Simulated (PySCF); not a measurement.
# [Dy(H2O)2]2+: forces at shaken geometries

How stiff is [Dy(H2O)2]2+? Its atoms are displaced at random by several amounts. The species was built from a template and needn't be a known compound.

The runs use PySCF 2.14.0; BP86, Dy lcecp-0-SVP with ECP56, O def2-SVP, H def2-SVP; scalar-relativistic core potentials, no spin–orbit coupling.

3 further runs of the same task are left out: 2 for a known fault of the program, 1 that didn't finish. Runs told in other sessions of the task aren't counted.

**1. Starting geometry**

7 atoms, charge 2, spin multiplicity 1.

Bond lengths: Dy1–O2 2.439 Å, Dy1–O5 2.439 Å, O2–H3 0.986 Å, O2–H4 0.986 Å, O5–H6 0.986 Å, O5–H7 0.986 Å. Angles: O2–Dy1–O5 180.0°, Dy1–O2–H3 128.5°, Dy1–O2–H4 128.5°, H3–O2–H4 103.0°, Dy1–O5–H6 128.5°, Dy1–O5–H7 128.5°, H6–O5–H7 103.0°.

Coordinates:

```
Dy    0.0000    0.0000    0.0000
O     0.0000    0.0000    2.4395
H     0.5456    0.5456    3.0538
H    -0.5456   -0.5456    3.0538
O     0.0000    0.0000   -2.4395
H     0.5456   -0.5456   -3.0538
H    -0.5456    0.5456   -3.0538
```

Formal oxidation states: Dy +2. Each metal's 10 4f electrons lie in its core potential, so multiplicities, spins and levels count the valence alone. An earlier session relaxed this geometry at BP86, Dy lcecp-0-SVP with ECP56, O def2-SVP, H def2-SVP (singlet, point group D2d).

Its energy there is -183.212004 Eh.

**2. Atoms moved at random, σ = 0.15 Å**

File run.py (the lines that set the calculation):

```python
mol = gto.M(atom='''
Dy     0.11843     0.26223     0.05108
O     -0.15755    -0.29229     2.47077
H      0.49188     0.55598     3.14388
H     -0.20740    -0.57515     2.97656
O     -0.26160     0.22372    -2.52839
H      0.55401    -0.78197    -2.93305
H     -0.53777     0.60748    -3.18085''',
    basis={'Dy': 'lcecp-0-SVP', 'O': 'def2-SVP', 'H': 'def2-SVP'},
    ecp={'Dy': 'lcecp-0-SVP'},
    charge=2, spin=0)
mf = dft.RKS(mol, xc='B88,P86')
mf.grids.atom_grid = (50, 194)  # f atoms: unpruned, at least (60, 302)
mf = mf.density_fit()  # fitting sets: Dy AutoAux, O def2-universal-JKFIT, H def2-universal-JKFIT
mf.conv_tol = 1e-08; mf.max_cycle = 55
mf.kernel(dm0)  # dm0: the density of the relaxed state
```

Run with:

```sh
$ OMP_NUM_THREADS=2 python run.py
```

**3. Atoms moved at random, σ = 0.06 Å**

File run.py (the lines that set the calculation):

```python
mol = gto.M(atom='''
Dy     0.02908    -0.09285    -0.00291
O      0.07734     0.02899     2.43181
H      0.54673     0.57117     3.04565
H     -0.54239    -0.57701     3.00589
O     -0.08032     0.05268    -2.36660
H      0.54327    -0.52664    -3.11314
H     -0.57372     0.54366    -3.00070''',
    basis={'Dy': 'lcecp-0-SVP', 'O': 'def2-SVP', 'H': 'def2-SVP'},
    ecp={'Dy': 'lcecp-0-SVP'},
    charge=2, spin=0)
mf = dft.RKS(mol, xc='B88,P86')
mf.grids.atom_grid = (50, 194)  # f atoms: unpruned, at least (60, 302)
mf = mf.density_fit()  # fitting sets: Dy AutoAux, O def2-universal-JKFIT, H def2-universal-JKFIT
mf.conv_tol = 1e-08; mf.max_cycle = 55
mf.kernel(dm0)  # dm0: the density of the relaxed state
```

**4. Atoms moved at random, σ = 0.15 Å**

File run.py (the lines that set the calculation):

```python
mol = gto.M(atom='''
Dy    -0.18662    -0.42772     0.09806
O      0.02251     0.05795     2.38772
H      0.61729     0.66477     3.15753
H     -0.51592    -0.41812     3.27099
O     -0.10918    -0.03979    -2.61085
H      0.55272    -0.46669    -3.19899
H     -0.38079     0.62961    -3.10446''',
    basis={'Dy': 'lcecp-0-SVP', 'O': 'def2-SVP', 'H': 'def2-SVP'},
    ecp={'Dy': 'lcecp-0-SVP'},
    charge=2, spin=0)
mf = dft.RKS(mol, xc='B88,P86')
mf.grids.atom_grid = (50, 194)  # f atoms: unpruned, at least (60, 302)
mf = mf.density_fit()  # fitting sets: Dy AutoAux, O def2-universal-JKFIT, H def2-universal-JKFIT
mf.conv_tol = 1e-08; mf.max_cycle = 55
mf.kernel(dm0)  # dm0: the density of the relaxed state
```

**Question.** What will these runs give? Wanted: for each run, σ; energy rise; harmonic estimate −½ F·u; largest force component.

The runs gave:

| σ (Å) | energy rise (eV) | harmonic estimate −½ F·u (eV) | largest force component (eV/Å) |
| --- | --- | --- | --- |
| 0.15 | 15.871 | 16.571 | 82.66 |
| 0.06 | 0.551 | 0.498 | 3.60 |
| 0.15 | 1.433 | 1.182 | 7.01 |

Every displacement raises the energy. For a harmonic well the rise equals −½ F·u; the two differ by at most 18 % here (a move with σ = 0.15 Å), from anharmonicity, the grid and the small forces left at the relaxed point. The largest moves cost over 1 eV, far outside the harmonic range, so agreement there can come from errors that cancel between squeezed and stretched bonds. These are double-zeta-type bases without diffuse functions. Spin–orbit coupling is left out. The core potential fixes the 4f count, so no charge can pass from the ligands into that shell.
